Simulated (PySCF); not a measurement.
# C9H8: the cost of one run

Programs: PySCF 2.14.0, with routines of our own; each step states its level. All values are computed. Atoms count from 0.

## 1. The system as given

17 atoms, charge 0, multiplicity 1; geometry from: GFN2-xTB.

## 2. Excited states: TDA B3LYP/def2-SVPD

The job: settings as JSON, then the geometry in Å.

```
{"job": {"kind": "states", "xc": "B3LYP", "basis": "def2-SVPD", "tda": true, "soc": true, "nstates": 5, "ntriplets": 5, "nquad": 4}, "charge": 0, "multiplicity": 1}
C      1.894748    -4.043750     0.059620
C      1.591389    -2.893104     0.244525
C      1.246638    -1.595240     0.453026
C      0.948108    -0.444758     0.661312
C      0.571970     0.936631     0.865939
C     -0.258926     1.439887    -0.292864
C      0.228584     2.350330    -1.133602
C     -1.598106     0.899314    -0.474647
C     -2.165887    -0.047476     0.263221
H      2.159968    -5.044660    -0.102200
H      0.003211     1.022619     1.797921
H      1.478290     1.542027     0.959117
H     -0.347865     2.715722    -1.966985
H      1.218542     2.760507    -1.024725
H     -2.149705     1.332935    -1.299631
H     -1.663301    -0.526933     1.085674
H     -3.164656    -0.392021     0.055887
```

Method: TDA B3LYP/def2-SVPD excited states, vertical, gas phase, spin-orbit mean-field couplings.

Run with:

```sh
$ OMP_NUM_THREADS=1 python excited_run.py task.json out
```

The driver reads the jobs from task.json and runs them one after another.

Q: Estimate the wall time and peak memory of this first job on 1 thread of Arm Neoverse V1, shared host.

About 56 s, with a peak of 0.91 GiB.
